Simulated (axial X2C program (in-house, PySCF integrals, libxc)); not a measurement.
**MnS: from the state search to constants**

What are the state, bond length, wavenumber and bond energy of MnS, and what does spin–orbit coupling change?

The runs use an in-house X2C program for linear molecules on PySCF integrals; all-electron X2C, Mn dyall-cv3z, S dyall-av3z.

All values are calculated.

## Step 1: Set-up

Input file task.json:

```json
{
 "zs": [
  25,
  16
 ],
 "q": 0,
 "bas": [
  "dyall-cv3z",
  "dyall-av3z"
 ],
 "levels": [
  "PBE0",
  "HF",
  "PBE50"
 ],
 "cc": true,
 "r0": 1.99,
 "thr": -2.0,
 "nmax": 90,
 "npts": 10,
 "nst": 2,
 "ntry": 6
}
```

Keys: zs atomic numbers; q charge; bas basis sets; levels methods (HF also brings MP2); cc coupled cluster on or off; r0 starting distance in Å; thr threshold in hartree for freezing inner shells (an s shell follows its p shell); nmax most natural virtual spinors; npts points asked for on the curve; nst determinants followed; ntry starts of the search.

Started as:

```sh
python so2c.py task.json out
```

Spin-free means the one-electron spin-free X2C Hamiltonian; two-component (2c) means X2C with spin–orbit coupling and atomic mean-field two-electron Coulomb and Gaunt terms. Basis: Mn dyall-cv3z contracted to [9s10p6d3f2g], S dyall-av3z contracted to [9s8p3d2f]; Gaussian nuclei, density fitting. Masses: Mn 54.938 u, S 31.972 u.

Notation: σ, π±, δ± give the projection m of an orbital's angular momentum (0, ±1, ±2), α and β its spin, Λ and M_S the sums; ω is the projection of a spinor's total angular momentum and Ω the sum. Logs are in hartree.

The results follow Hamiltonian by Hamiltonian and level by level.

## Step 2: Which state to follow

PBE0 moves the distance from 1.990 Å to 2.061 Å and compares determinants there.

Spin-free determinants:

```
ΔE (eV)             state                                                    open shells
   0.00  M_S = 5/2, Λ = 0                   beyond closed shells: σα, π+α, π-α, δ+α, δ-α
   1.12  M_S = 5/2, Λ = 1                    beyond closed shells: 2 × σα, π+α, δ+α, δ-α
   1.31  M_S = 3/2, Λ = 1                            beyond closed shells: π+α, δ+α, δ-α
   1.57  M_S = 7/2, Λ = 1  beyond closed shells: 2 × σα, 2 × π+α, π+β, 2 × π-α, δ+α, δ-α
   1.87  M_S = 5/2, Λ = 1          beyond closed shells: 2 × π+α, π+β, 2 × π-α, δ+α, δ-α
   1.89  M_S = 3/2, Λ = 0                   beyond closed shells: σβ, π+α, π-α, δ+α, δ-α
   2.01  M_S = 3/2, Λ = 2                   beyond closed shells: σα, π+α, π+β, δ+α, δ-α
```

Two-component determinants:

| ΔE (eV) | state | open shells |
| --- | --- | --- |
| 0.00 | Ω = 5/2 | excess of +ω over −ω: ω = 5/2 |
| 1.10 | Ω = 3/2 | excess of +ω over −ω: ω = 1/2, ω = -3/2, ω = 5/2 |
| 1.15 | Ω = 7/2 | excess of +ω over −ω: 2 × ω = 1/2, ω = 5/2 |
| 1.29 | Ω = 1/2 | excess of +ω over −ω: ω = -1/2, ω = -3/2, ω = 5/2 |
| 1.55 | Ω = 9/2 | excess of +ω over −ω: ω = 1/2, ω = 3/2, ω = 5/2 |
| 1.85 | Ω = 7/2 | excess of +ω over −ω: ω = -1/2, ω = 3/2, ω = 5/2 |
| 1.89 | Ω = 3/2 | excess of +ω over −ω: 2 × ω = -1/2, ω = 5/2 |

## Step 3: PBE0, spin-free

State followed: M_S = 5/2, Λ = 0 (beyond closed shells: σα, π+α, π-α, δ+α, δ-α). The scan is laid around 2.061 Å, a first estimate of the minimum, and this SCF restarts from the orbitals of the search.

Output at 2.061 Å:

```text
spin-free X2C-1e  PBE0
basis functions 170  fitting functions 915  grid points 5076
iter        total energy     max residual
   1      -1557.554684372     1.77e-05
   2      -1557.554684369     2.90e-05
   3      -1557.554684376     8.52e-06
   4      -1557.554684377     3.16e-06
converged
one-electron -2352.93686885  Coulomb 770.80435620  exact exchange -19.13611123  xc functional -58.98906116  nuclear repulsion 102.70300066
```

Along the bond, energies from the lowest point:

```csv
R (Å),E (eV),μ (D),HOMO (eV),LUMO (eV),iterations
1.793,0.9996,-4.77,-6.18,-2.62,14
1.875,0.4171,-5.25,-6.19,-2.87,13
1.937,0.1660,-5.58,-6.17,-3.04,13
1.999,0.0360,-5.87,-6.14,-3.20,13
2.061,0.0000,-6.13,-6.10,-3.34,4
2.133,0.0471,-6.38,-6.06,-3.48,13
2.205,0.1637,-6.57,-6.01,-3.60,13
2.298,0.3804,-6.75,-5.96,-3.72,14
2.411,0.7015,-6.89,-5.90,-3.82,14
2.576,1.1999,-7.04,-5.81,-3.85,15
```

Dipoles are positive if S is the positive end.

Outer orbitals at the reference distance:

| symmetry | occupied | ε (eV) | atomic character |
| --- | --- | --- | --- |
| σβ | yes | -17.62 | 75% S s, 10% Mn p, 8% Mn d |
| σα | yes | -17.55 | 74% S s, 11% Mn d, 9% Mn p |
| π-α | yes | -10.55 | 93% Mn d, 5% S p |
| π+α | yes | -10.55 | 93% Mn d, 5% S p |
| δ-α | yes | -10.41 | 100% Mn d |
| δ+α | yes | -10.41 | 100% Mn d |
| σα | yes | -10.34 | 82% Mn d, 11% S p, 5% S s |
| σβ | yes | -8.05 | 74% S p, 12% Mn d, 8% Mn s |
| σα | yes | -7.35 | 49% S p, 40% Mn s, 5% Mn d |
| π-β | yes | -6.63 | 73% S p, 20% Mn d, 5% Mn p |
| π+β | yes | -6.63 | 73% S p, 20% Mn d, 5% Mn p |
| π+α | yes | -6.10 | 79% S p, 13% Mn p, 8% Mn d |
| π-α | yes | -6.10 | 79% S p, 13% Mn p, 8% Mn d |
| σα | no | -3.34 | 41% Mn p, 27% S p, 22% Mn s |
| σβ | no | -2.64 | 54% Mn s, 16% Mn p, 14% Mn d |
| π+β | no | -1.36 | 72% Mn d, 15% Mn p, 11% S p |
| π-β | no | -1.36 | 72% Mn d, 15% Mn p, 11% S p |

PBE0 fields in the half plane through the axis: z from -2.4 to 4.2 Å across, distance from the axis 0.15 to 2.25 Å upwards; Mn lies at z = 0 and S at z = 2.061 Å; the ELF is damped to zero where the density is low.

log10 density (e/bohr³). Ten even steps from '0' (-4.53 ) to '9' (1.39 ):
```
00011122222222222221100
00112222333333333322110
01122333333334444332211
11223334444444444443221
11233445554455555544321
12234456665555666554322
12234567776566666654432
12234578987666897654432
```

ELF. Ten even steps from '0' (0.00 ) to '9' (0.88 ):
```
00000122222122222100000
00012333333334444321000
00023333333456676642100
00123332223467888864200
00112222212479999986310
00011234531489999997420
00000158983387112998520
00000277876372884598520
```

Re = 2.058 Å, ωe = 504 cm⁻¹, ωexe = 1.96 cm⁻¹, Be = 0.1969 cm⁻¹, De = 3.22 eV, μ = -6.12 D.

## Step 4: HF, spin-free

The SCF at the reference distance of 2.061 Å:

```text
spin-free X2C-1e  HF
basis functions 170  fitting functions 915  grid points 5076
iter        total energy     max residual
   1      -1555.973956899     1.12e-01
   2      -1556.017293474     2.25e-02
   3      -1556.025788590     9.83e-03
   4      -1556.028595979     6.48e-03
   5      -1556.031251056     2.85e-03
   6      -1556.032622613     2.20e-03
   7      -1556.033794927     2.05e-03
   8      -1556.034541051     1.33e-03
   9      -1556.034712723     6.21e-04
  10      -1556.034802383     2.40e-04
  11      -1556.034819852     9.78e-05
  12      -1556.034822916     3.83e-05
  13      -1556.034823069     1.58e-05
  14      -1556.034823092     6.28e-06
  15      -1556.034823096     2.21e-06
  16      -1556.034823097     9.04e-07
converged
one-electron -2351.81312904  Coulomb 769.81698113  exact exchange -76.74167586  xc functional 0.00000000  nuclear repulsion 102.70300066
```

Re = 2.294 Å, ωe = 341 cm⁻¹, ωexe = 1.21 cm⁻¹, Be = 0.1585 cm⁻¹, De = 1.14 eV, μ = -5.37 D.

## Step 5: PBE50, spin-free

The SCF at the reference distance of 2.061 Å:

```text
spin-free X2C-1e  PBE50
basis functions 170  fitting functions 915  grid points 5076
iter        total energy     max residual
   1      -1557.587314257     3.74e-02
   2      -1557.593159017     9.34e-03
   3      -1557.592425171     1.05e-02
   4      -1557.594784932     2.45e-03
   5      -1557.594935366     1.23e-03
   6      -1557.595036422     3.41e-04
   7      -1557.595060650     1.77e-04
   8      -1557.595066678     9.32e-05
   9      -1557.595068720     4.89e-05
  10      -1557.595069015     1.88e-05
  11      -1557.595069063     6.30e-06
  12      -1557.595069070     2.40e-06
  13      -1557.595069072     8.10e-07
converged
one-electron -2352.84625178  Coulomb 770.77216422  exact exchange -38.31993726  xc functional -39.90404491  nuclear repulsion 102.70300066
```

Re = 2.089 Å, ωe = 476 cm⁻¹, ωexe = 2.51 cm⁻¹, Be = 0.1912 cm⁻¹, De = 2.69 eV, μ = -6.90 D.

## Step 6: Correlated methods, spin-free

Correlated methods: 13 electrons correlated (frozen shells, counted by type: Mn 3 s, 2 p; S 2 s, 1 p), 261 virtual spinors in MP2, 90 natural virtuals in coupled cluster.

Output of the correlated part at 2.061 Å:

```text
correlated 13  virtual 261  natural virtual 90  E(MP2) -0.296630847  MP2 remainder -0.016505486
iter   CCSD correlation   residual
   1     -0.294614999   1.31e-01
   2     -0.304123399   6.97e-02
   3     -0.309592887   4.54e-02
   4     -0.312128453   2.65e-02
   5     -0.312941546   1.00e-02
   6     -0.313142188   3.96e-03
   7     -0.313154069   1.49e-03
   8     -0.313157866   7.48e-04
   9     -0.313153457   3.76e-04
  10     -0.313159439   1.89e-04
  11     -0.313160424   7.48e-05
  12     -0.313161326   2.97e-05
  13     -0.313161023   1.39e-05
  14     -0.313161049   7.73e-06
  15     -0.313161113   4.23e-06
  16     -0.313161196   2.02e-06
  17     -0.313161258   8.83e-07
  18     -0.313161294   4.74e-07
  19     -0.313161315   2.31e-07
  20     -0.313161324   9.92e-08
(T) -0.015156875  T1 0.0781  D1 0.2276  max T2 0.070
```

T1 in the output is the amplitude norm over the root of the electron number; divide by √2 for the Lee–Taylor value.

MP2: No constants are quoted: the reference is strongly spin-contaminated.

CCSD: Re = 2.106 Å, ωe = 445 cm⁻¹, ωexe = 2.19 cm⁻¹, Be = 0.188 cm⁻¹, De = 2.18 eV. T1 at Re = 0.056 (Lee–Taylor, the printed value over √2).

CCSD(T): Re = 2.093 Å, ωe = 460 cm⁻¹, ωexe = 2.24 cm⁻¹, Be = 0.1904 cm⁻¹, De = 2.35 eV. T1 at Re = 0.056 (Lee–Taylor, the printed value over √2).

## Step 7: A higher determinant, spin-free

State: M_S = 5/2, Λ = 1 (beyond closed shells: 2 × σα, π+α, δ+α, δ-α).

Output at the reference distance:

```text
spin-free X2C-1e  PBE0
basis functions 170  fitting functions 915  grid points 5076
iter        total energy     max residual
   1      -1557.513623533     1.02e-05
   2      -1557.513623531     2.54e-05
   3      -1557.513623539     3.86e-06
   4      -1557.513623539     1.27e-06
converged
one-electron -2351.53954719  Coulomb 769.43741152  exact exchange -19.14702327  xc functional -58.96746526  nuclear repulsion 102.70300066
```

```csv
R (Å),E above the lowest PBE0 point (eV)
1.793,2.887
1.875,2.087
1.937,1.657
1.999,1.341
2.061,1.117
2.133,0.949
2.205,0.861
2.298,0.835
2.411,0.900
```

No constants are quoted: too few points lie around the minimum for a second fit to confirm the first.

## Step 8: The spin-free curves together

Energy (eV) of the followed determinant, spin-free, from each level's lowest point:

| R (Å) | PBE0 | HF | MP2 (spin-contaminated) | CCSD | CCSD(T) | PBE50 |
| --- | --- | --- | --- | --- | --- | --- |
| 1.793 | 1.000 | 2.286 | 1.043 | n/a | n/a | 1.180 |
| 1.875 | 0.417 | 1.384 | 0.430 | 0.580 | 0.531 | 0.534 |
| 1.937 | 0.166 | 0.909 | 0.175 | 0.276 | 0.240 | 0.240 |
| 1.999 | 0.036 | 0.564 | 0.045 | 0.096 | 0.072 | 0.071 |
| 2.061 | 0.000 | 0.321 | 0.000 | 0.011 | 0.000 | 0.000 |
| 2.133 | 0.047 | 0.138 | 0.016 | 0.000 | 0.003 | 0.009 |
| 2.205 | 0.164 | 0.038 | 0.080 | 0.056 | 0.074 | 0.088 |
| 2.298 | 0.380 | 0.000 | 0.212 | 0.193 | 0.229 | 0.257 |
| 2.411 | 0.702 | 0.052 | 0.420 | n/a | n/a | 0.518 |
| 2.576 | 1.200 | 0.245 | 0.772 | n/a | n/a | 0.939 |

## Step 9: PBE0, 2c

State followed: Ω = 5/2 (excess of +ω over −ω: ω = 5/2). The scan is laid around 2.061 Å, a first estimate of the minimum, and this SCF restarts from the orbitals of the search.

The SCF at the reference distance of 2.061 Å:

```text
two-component X2C + atomic mean field  PBE0
basis functions 170  fitting functions 915  grid points 5076
iter        total energy     max residual
   1      -1557.202882336     8.40e-06
   2      -1557.202882334     1.86e-05
   3      -1557.202882338     4.62e-06
   4      -1557.202882339     2.99e-06
converged
one-electron -2352.05820264  Coulomb 770.62020246  exact exchange -19.13132851  xc functional -58.97434567  nuclear repulsion 102.70300066  atomic mean-field constant -0.36220864
```

Along the bond, energies from the lowest point:

| R (Å) | E (eV) | μ (D) | HOMO (eV) | LUMO (eV) | iterations |
| --- | --- | --- | --- | --- | --- |
| 1.793 | 1.0015 | -4.77 | -6.15 | -2.62 | 14 |
| 1.875 | 0.4184 | -5.25 | -6.16 | -2.86 | 13 |
| 1.937 | 0.1669 | -5.58 | -6.14 | -3.03 | 13 |
| 1.999 | 0.0364 | -5.87 | -6.11 | -3.19 | 13 |
| 2.061 | 0.0000 | -6.13 | -6.08 | -3.33 | 4 |
| 2.133 | 0.0466 | -6.38 | -6.03 | -3.48 | 13 |
| 2.205 | 0.1628 | -6.57 | -5.99 | -3.60 | 13 |
| 2.298 | 0.3789 | -6.75 | -5.93 | -3.72 | 15 |
| 2.411 | 0.6992 | -6.88 | -5.88 | -3.81 | 17 |
| 2.576 | not converged | n/a | n/a | n/a | 130 |

Dipoles are positive if S is the positive end.

Outer spinors at the reference distance:

| ω | occupied | ε (eV) | atomic character | λ mixture |
| --- | --- | --- | --- | --- |
| -1/2 | yes | -17.62 | 75% S s, 10% Mn p, 8% Mn d | 100% σ |
| 1/2 | yes | -17.56 | 74% S s, 11% Mn d, 9% Mn p | 100% σ |
| -1/2 | yes | -10.57 | 93% Mn d, 5% S p | 100% π |
| 3/2 | yes | -10.53 | 93% Mn d, 5% S p | 100% π |
| -3/2 | yes | -10.46 | 100% Mn d | 100% δ |
| 5/2 | yes | -10.37 | 100% Mn d | 100% δ |
| 1/2 | yes | -10.35 | 82% Mn d, 11% S p, 5% S s | 100% σ |
| -1/2 | yes | -8.05 | 74% S p, 12% Mn d, 8% Mn s | 100% σ |
| 1/2 | yes | -7.35 | 49% S p, 40% Mn s, 5% Mn d | 100% σ |
| 1/2 | yes | -6.65 | 73% S p, 20% Mn d, 5% Mn p | 100% π |
| -3/2 | yes | -6.60 | 73% S p, 20% Mn d, 5% Mn p | 100% π |
| -1/2 | yes | -6.13 | 79% S p, 13% Mn p, 8% Mn d | 100% π |
| 3/2 | yes | -6.08 | 79% S p, 13% Mn p, 8% Mn d | 100% π |
| 1/2 | no | -3.33 | 41% Mn p, 27% S p, 22% Mn s | 100% σ |
| -1/2 | no | -2.64 | 54% Mn s, 16% Mn p, 14% Mn d | 100% σ |
| 1/2 | no | -1.37 | 72% Mn d, 14% Mn p, 11% S p | 100% π |
| -1/2 | no | -1.36 | 57% Mn d, 30% Mn p, 9% S p | 100% σ |

PBE0 fields in the half plane through the axis: z from -2.4 to 4.2 Å across, distance from the axis 0.15 to 2.25 Å upwards; Mn lies at z = 0 and S at z = 2.061 Å; the ELF is damped to zero where the density is low.

log10 density (e/bohr³). Ten even steps from ' ' (-4.53 ) to '@' (1.39 ):
```
      ......::::::::::::::::::::::::::....    
    ....::::::::--------------------::::....  
  ....::::----------------========----::::....
....::::------========================--::::..
....::----====++++++====++++++++++++====--::..
..::::--====++******++++++++******++++==--::::
..::::--==++**######**++************++====--::
..::::--==++##%%@@%%##******%%@@##**++====--::
```

ELF. Ten even steps from '0' (0.00 ) to '9' (0.88 ):
```
00000122222122222100000
00012333333334444321000
00023333333456676643100
00123332223467888864200
00112222212479999986310
00011234531489999997420
00000158983387112998520
00000277876372884598520
```

Re = 2.059 Å, ωe = 504 cm⁻¹, ωexe = 1.96 cm⁻¹, Be = 0.1968 cm⁻¹, De = 3.22 eV, μ = -6.12 D.

## Step 10: HF, 2c

The SCF at the reference distance of 2.061 Å:

```text
two-component X2C + atomic mean field  HF
basis functions 170  fitting functions 915  grid points 5076
iter        total energy     max residual
   1      -1555.622522210     1.12e-01
   2      -1555.665877743     2.26e-02
   3      -1555.674389113     9.86e-03
   4      -1555.677205558     6.49e-03
   5      -1555.679870607     2.85e-03
   6      -1555.681248078     2.21e-03
   7      -1555.682428342     2.05e-03
   8      -1555.683180975     1.33e-03
   9      -1555.683356003     6.24e-04
  10      -1555.683450789     2.42e-04
  11      -1555.683472681     1.47e-04
  12      -1555.683479734     1.44e-04
  13      -1555.683482592     1.41e-04
  14      -1555.683485905     1.36e-04
  15      -1555.683493459     1.26e-04
  16      -1555.683511150     9.87e-05
  17      -1555.683526364     6.67e-05
  18      -1555.683532132     4.91e-05
  19      -1555.683537831     3.79e-05
  20      -1555.683538221     1.04e-05
  21      -1555.683538388     7.91e-06
  22      -1555.683538399     5.62e-06
  23      -1555.683538401     3.84e-06
  24      -1555.683538401     2.62e-06
converged
one-electron -2350.92562376  Coulomb 769.62509609  exact exchange -76.72380275  xc functional 0.00000000  nuclear repulsion 102.70300066  atomic mean-field constant -0.36220864
```

No constants are quoted: the points don't follow one smooth fit.

## Step 11: PBE50, 2c

Output at 2.061 Å:

```text
two-component X2C + atomic mean field  PBE50
basis functions 170  fitting functions 915  grid points 5076
iter        total energy     max residual
   1      -1557.235659863     3.75e-02
   2      -1557.241505170     9.36e-03
   3      -1557.240768735     1.05e-02
   4      -1557.243132340     2.45e-03
   5      -1557.243283102     1.23e-03
   6      -1557.243384367     3.46e-04
   7      -1557.243408671     1.77e-04
   8      -1557.243414733     9.34e-05
   9      -1557.243416790     4.89e-05
  10      -1557.243417088     1.89e-05
  11      -1557.243417138     6.34e-06
  12      -1557.243417146     2.38e-06
  13      -1557.243417147     7.74e-07
converged
one-electron -2351.96601319  Coulomb 770.58640290  exact exchange -38.31036697  xc functional -39.89423191  nuclear repulsion 102.70300066  atomic mean-field constant -0.36220864
```

No constants are quoted: the solution changes its character somewhere along the scan, so the fit is set aside.

## Step 12: MP2 and beyond, 2c

Correlated methods: 13 electrons correlated (frozen shells, counted by type: Mn 3 s, 2 p; S 2 s, 1 p), 261 virtual spinors in MP2, 90 natural virtuals in coupled cluster.

Output of the correlated part at 2.061 Å:

```text
correlated 13  virtual 261  natural virtual 90  E(MP2) -0.295540100  MP2 remainder -0.016481228
iter   CCSD correlation   residual
   1     -0.293849731   1.31e-01
   2     -0.303462428   7.04e-02
   3     -0.308989238   4.64e-02
   4     -0.311635664   2.76e-02
   5     -0.312488031   1.13e-02
   6     -0.312732173   5.63e-03
   7     -0.312762331   3.42e-03
   8     -0.312782359   2.42e-03
   9     -0.312781871   1.48e-03
  10     -0.312801532   7.94e-04
  11     -0.312803789   3.90e-04
  12     -0.312804264   2.04e-04
  13     -0.312802004   1.09e-04
  14     -0.312803379   5.82e-05
  15     -0.312804910   3.50e-05
  16     -0.312806530   2.05e-05
  17     -0.312807400   1.11e-05
  18     -0.312807719   6.35e-06
  19     -0.312807818   4.61e-06
  20     -0.312807887   3.59e-06
  21     -0.312807928   2.44e-06
  22     -0.312807914   1.39e-06
(T) -0.015103310  T1 0.0831  D1 0.2509  max T2 0.067
```

MP2: No constants are quoted: the reference is strongly spin-contaminated.

CCSD: No constants are quoted: the points don't follow one smooth fit.

CCSD(T): No constants are quoted: the points don't follow one smooth fit.

## Step 13: A higher determinant, 2c

State: Ω = 3/2 (excess of +ω over −ω: ω = 1/2, ω = -3/2, ω = 5/2).

Output at the reference distance:

```text
two-component X2C + atomic mean field  PBE0
basis functions 170  fitting functions 915  grid points 5076
iter        total energy     max residual
   1      -1557.162621015     2.10e-05
   2      -1557.162621027     1.49e-05
   3      -1557.162621031     1.21e-05
   4      -1557.162621037     2.99e-06
   5      -1557.162621038     1.55e-06
converged
one-electron -2350.66426162  Coulomb 769.25590950  exact exchange -19.14225826  xc functional -58.95280267  nuclear repulsion 102.70300066  atomic mean-field constant -0.36220864
```

```csv
R (Å),E above the lowest PBE0 point (eV)
1.793,2.950
1.875,2.400
1.937,1.635
1.999,1.319
2.061,1.096
2.133,0.928
2.205,0.839
2.298,0.812
2.411,0.877
```

No constants are quoted: the solution changes its character somewhere along the scan, so the fit is set aside.

## Step 14: The 2c curves together

Energy (eV) of the followed determinant, 2c, from each level's lowest point:

```csv
R (Å),PBE0,HF,MP2 (spin-contaminated),CCSD,CCSD(T),PBE50 (jumps)
1.793,1.002,2.288,1.020,n/a,n/a,1.182
1.875,0.418,1.385,0.407,0.563,0.525,0.535
1.937,0.167,0.909,0.152,0.259,0.233,0.241
1.999,0.036,0.563,0.024,0.080,0.066,0.072
2.061,0.000,0.318,0.000,0.000,0.000,0.000
2.133,0.047,0.144,0.062,0.006,0.022,0.008
2.205,0.163,0.039,0.062,0.040,0.068,0.087
2.298,0.379,0.000,0.188,0.180,0.228,0.254
2.411,0.699,0.051,0.394,n/a,n/a,n/a
2.576,n/a,0.243,0.745,n/a,n/a,0.941
```

The whole job took 3.6 min on 1 thread, shared host.

## Step 15: Results

Lowest determinant that the search found at its distance, spin-free: M_S = 5/2, Λ = 0 (beyond closed shells: σα, π+α, π-α, δ+α, δ-α).

Lowest determinant that the search found at its distance, 2c: Ω = 5/2 (excess of +ω over −ω: ω = 5/2).

```json
{"Hamiltonian": "spin-free", "level": "PBE0", "Re (Å)": "2.058", "ωe (cm⁻¹)": "504", "De (eV)": "3.22", "μ (D)": "-6.12"}
{"Hamiltonian": "spin-free", "level": "HF", "Re (Å)": "2.294", "ωe (cm⁻¹)": "341", "De (eV)": "1.14", "μ (D)": "-5.37"}
{"Hamiltonian": "spin-free", "level": "CCSD", "Re (Å)": "2.106", "ωe (cm⁻¹)": "445", "De (eV)": "2.18", "μ (D)": "n/a"}
{"Hamiltonian": "spin-free", "level": "CCSD(T)", "Re (Å)": "2.093", "ωe (cm⁻¹)": "460", "De (eV)": "2.35", "μ (D)": "n/a"}
{"Hamiltonian": "spin-free", "level": "PBE50", "Re (Å)": "2.089", "ωe (cm⁻¹)": "476", "De (eV)": "2.69", "μ (D)": "-6.90"}
{"Hamiltonian": "2c", "level": "PBE0", "Re (Å)": "2.059", "ωe (cm⁻¹)": "504", "De (eV)": "3.22", "μ (D)": "-6.12"}
```

Dipoles are positive if S is the positive end. No constants: spin-free MP2 (the reference is strongly spin-contaminated); 2c HF (the points don't follow one smooth fit); 2c MP2 (the reference is strongly spin-contaminated); 2c CCSD (the points don't follow one smooth fit); 2c CCSD(T) (the points don't follow one smooth fit); 2c PBE50 (the solution changes its character somewhere along the scan, so the fit is set aside).

Time per point (s) on 1 thread, shared host (2c runs); the times are rough: PBE0 0.94.

What this shows: At PBE0, going from spin-free to two-component changes Re by 0 mÅ, ωe by -0.1 %; the spin-free picture holds up (part of it comes from the scalar share of the two-electron terms). It costs about 2.3 times the time. De moves by 0.00 eV; both De rest on single-determinant atoms, which can miss part of an open shell's spin–orbit lowering.

De refers to Mn + S, each in the lowest determinant found, which need not be this curve's own limit. The state is a single determinant with fixed occupations, the lowest that a limited PBE0 search found. Dissociation energies refer to the lowest single-determinant-based atoms at the same level and basis. Density functionals use the spin component along the axis (collinear). Coupled cluster ran in a truncated set of natural virtual spinors; the MP2 energy of the rest was added. With several unpaired electrons one determinant need not be a pure state. Some points did not converge and are left out. The spin-free determinant is spin-contaminated at some levels. T1 at Re is 0.056 (Lee–Taylor), above the customary mark of 0.02.
